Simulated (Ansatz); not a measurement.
# ZrGe4Mo: the cost of one run

Program: Ansatz 0.2.0. Level of theory: DFT PBE, scalar-relativistic, plane waves, PAW. These are calculated values, not measurements.

### 1 The system as given

The structure is cubic, space group F-43m (No. 216). The conventional cell has a = 7.783 Å, b = 7.783 Å, c = 7.783 Å, α = 90.00°, β = 90.00°, γ = 90.00°. Around Zr (site symmetry -43m) lie 12 Ge at 3.23 Å and 4 Mo at 3.37 Å. Around Ge (site symmetry 3m) lie 6 Ge at 2.73 to 2.77 Å and 3 Mo at 3.22 Å and 3 Zr at 3.23 Å. Mo (site symmetry -43m) has 12 Ge at 3.22 Å and 4 Zr at 3.37 Å in its first shell of neighbours.

Coordinates:

```
Zr Ge Mo
1.0
     0.00000    3.89171    3.89171
     3.89171    0.00000    3.89171
     3.89171    3.89171    0.00000
Zr Ge Mo
1 4 1
Direct
  0.00000 0.00000 0.00000
  0.37592 0.37592 0.87224
  0.37592 0.87224 0.37592
  0.37592 0.37592 0.37592
  0.87224 0.37592 0.37592
  0.75000 0.75000 0.75000
```

Recipe of the guess: species swapped into a database cell of ZrZnNi4 (F-43m, No. 216), with Mo on the Zn sites and Ge on the Ni sites. The dimensions are guesses.

### 2 A first look at the guess

input.yaml reads:

```yaml
crystal:
  lattice:
    - [0.0, 3.89171045, 3.89171045]
    - [3.89171045, 0.0, 3.89171045]
    - [3.89171045, 3.89171045, 0.0]
  atoms:
    - { symbol: Zr, position: [0.0, 0.0, 0.0] }
    - { symbol: Ge, position: [0.37591835, 0.37591835, 0.87224495] }
    - { symbol: Ge, position: [0.37591835, 0.87224495, 0.37591835] }
    - { symbol: Ge, position: [0.37591835, 0.37591835, 0.37591835] }
    - { symbol: Ge, position: [0.87224495, 0.37591835, 0.37591835] }
    - { symbol: Mo, position: [0.75, 0.75, 0.75] }
basis:
  ecutwfc: 420
kpoints:
  mp_grid: { grid: [4, 4, 4] }
hamiltonian:
  xc: pbe
scf:
  occupations: { method: gaussian, width: 0.1 }
  lower_state_search: "off"
output:
  forces: true
  stress: true
  eigenvalues: true
```

Run with:

```bash
> ansatz run input.yaml --threads 1 --pin off --max-ram 2560MiB --backend cpu --events-out ev --progress --plain --runs-dir out
```

Q: Estimate wall time and peak memory on 1 thread of Intel Xeon at 2.50GHz (Skylake/Cascade Lake), shared host.

About 11 s, with a peak of 0.4 GiB.
